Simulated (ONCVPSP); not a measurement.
# Pseudopotential generation for Be: ONCV, PBE

Do these settings give a usable potential? It is generated, then checked for transferability, scattering, ghosts and hardness.

Method: ONCVPSP 4.0.1.1 (patched build), PBE, scalar-relativistic.

### Step 1. The atom and the settings

Typed settings, in words:

- element: beryllium (Be, Z = 4)
- type: optimised norm-conserving Vanderbilt (ONCV)
- frozen core: none
- valence charge: 4
- reference configuration: 1s2 2s2
- partial waves: 1s+2s: rc 0.90 bohr, ncon 4, nbas 9, qcut 16.7 1/bohr, 2 projectors; p scattering state at 0.33 Ha: rc 0.70 bohr, ncon 5, nbas 9, qcut 13.1 1/bohr, 3 projectors, debl 3.3 Ha; d scattering state at 0.02 Ha: rc 0.95 bohr, ncon 3, nbas 6, qcut 9.6 1/bohr, 2 projectors, debl 2.1 Ha
- local potential: polynomial inside 0.45 bohr (lpopt 5, dvloc0 -1 Ha)
- core correction: not asked for

The nodes and maxima of the atom's own shells, from an earlier all-electron run, set the scale for the radii.

All-electron outer shells of the reference configuration (PBE, scalar-relativistic, ld1.x):

```tsv
shell	level (eV)	outermost node (bohr)	outermost maximum (bohr)
1s	-106.21	–	0.27
2s	-5.61	0.59	2.04
2p	-2.02	–	2.28
```

### Step 2. Generating the potential

Be.dat

```
# ATOM AND REFERENCE CONFIGURATION
# atsym  z   nc   nv     iexc    psfile
  Be 4.00    0    2        4      upf
#
#   n    l    f
    1    0    2.00
    2    0    2.00
#
# PSEUDOPOTENTIAL AND OPTIMIZATION
# lmax
    2
#
#   l,   rc,      ep,       ncon, nbas, qcut
    0    0.90    0.00    4    9   16.70
    1    0.70    0.33    5    9   13.10
    2    0.95    0.02    3    6    9.60
#
# LOCAL POTENTIAL
# lloc, lpopt,  rc(5),   dvloc0
    4    5    0.45   -1.00
#
# VANDERBILT-KLEINMAN-BYLANDER PROJECTORs
# l, nproj, debl
    0    2    1.40
    1    3    3.30
    2    2    2.10
#
# MODEL CORE CHARGE
# icmod, fcfact, rcfact
    0    0.00    0.00
#
# LOG DERIVATIVE ANALYSIS
# epsh1, epsh2, depsh
   -5.00    5.00    0.04
#
# OUTPUT GRID
# rlmax, drl
    6.00    0.01
#
# TEST CONFIGURATIONS
# ncnf
    4
# nvcnf
#   n    l    f
    2
    1    0    2.00
    2    0    1.00
#
    2
    1    0    2.00
    2    0    0.00
#
    2
    1    0    2.00
    2    0    1.50
#
    3
    1    0    2.00
    2    0    0.00
    2    1    2.00
#
```

Started as:

```sh
$ oncvpsp.x < Be.dat > Be.out
```

Before running it: what results should come out? Wanted: cutoffs for 1 and 0.1 mHa per electron, occupied waves; bound ghosts; GHOST(+) flags; largest test error; largest phase difference near zero energy, channels read.

As calculated:

| quantity | value |
| --- | --- |
| cutoffs for 1 and 0.1 mHa per electron, occupied waves | 80 Ha and 96 Ha |
| bound ghosts | p at -5534.26 eV |
| GHOST(+) flags | p at 7416 eV |
| largest test error (AE − PS) | +3.9 meV, for 1s2 2s0 |
| largest phase difference near zero energy, channels read | 0.000 rad |

**Reading.** A bound ghost (p) makes it unfit for use: electrons can fall into a state that the atom doesn't have. By total energies transferability is very good: the largest error is 3.9 meV on 27.5 eV, for 1s2 2s0. Atomic tests can pass in spite of a ghost, since they solve only for the levels asked. It counts as very hard, with 80 Ha needed at the looser tolerance. At the looser tolerance the 1s wave is the slowest; 2s needs 65 Ha. Near zero energy the phases of the channels with partial waves agree within 0.001 rad. The program also flags highly localised states, GHOST(+) (p). These are tests on the free atom; a crystal test is still owed.
